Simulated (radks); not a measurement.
# Ba⁴⁶⁺ in 1s1.75 2s2 2p6 3s0.25: an all-electron calculation

An exercise on one series of results from a longer session: the logs are not shown, and one member is left open.

The numbers are computed with radks (a radial shooting solver on a logarithmic mesh, Libxc functionals) version 1 (scalar-relativistic Kohn-Sham, PBEsol, spin-polarised, spherical densities, finite nucleus; open shells are filled with parallel spins first), except any that are marked as measured or tabulated.

**The atom as given**

| Item | Value |
| --- | --- |
| element | barium (Z = 56) |
| charge | +46 |
| electrons | 10 |
| configuration | 1s1.75 2s2 2p6 3s0.25 |
| nuclear rms radius | 4.8378 fm |

Set-up of the first run:

Input:

```text
Z 56
configuration 1s1.75 2s2 2p6 3s0.25 3p0 4s0 3d0 4f0
relativity scalar-relativistic
functional pbe_sol,pbe_sol
spin polarised
nucleus finite rms 4.8378 fm
c 137.035999084
```

The run is started by

```
$ python run_ks.py task.json out
```

The same process makes all the runs of this session.

One table of the session follows, with a row left open; its other results are not shown here.

It belongs to the step «Shells». From the orbitals of this run (lengths in bohr):

| level | <r> | outermost maximum (interpolated) | 90 % within | nodes |
| --- | --- | --- | --- | --- |
| 1s up | 0.02552 | 0.0164 | 0.0459 | 0 |
| 1s down | 0.02553 | 0.0164 | 0.0460 | 0 |
| 2s up | 0.1074 | 0.0917 | 0.165 | 1 |
| 2s down | 0.1074 | 0.0918 | 0.165 | 1 |
| 2p up | 0.09361 | 0.0734 | 0.152 | 0 |
| 2p down | 0.09364 | 0.0734 | 0.152 | 0 |
| 3s up | 0.2559 | 0.244 | 0.371 | 2 |
| 3s down | 0.2557 | 0.244 | 0.370 | 2 |
| 3p up | ? | ? | ? | ? |
| 3p down | 0.2467 | 0.234 | 0.364 | 1 |
| 3d up | 0.2162 | 0.184 | 0.328 | 0 |
| 3d down | 0.2158 | 0.184 | 0.327 | 0 |
| 4s up | 0.4687 | 0.476 | 0.659 | 3 |
| 4f up | 0.3827 | 0.340 | 0.553 | 0 |

Estimate the missing values for 3p up.

As computed: <r>: 0.2470; outermost maximum (interpolated): 0.234; 90 % within: 0.365; nodes: 1. In the column «<r>» it lies between 3p down (0.2467) and 3s down (0.2557).
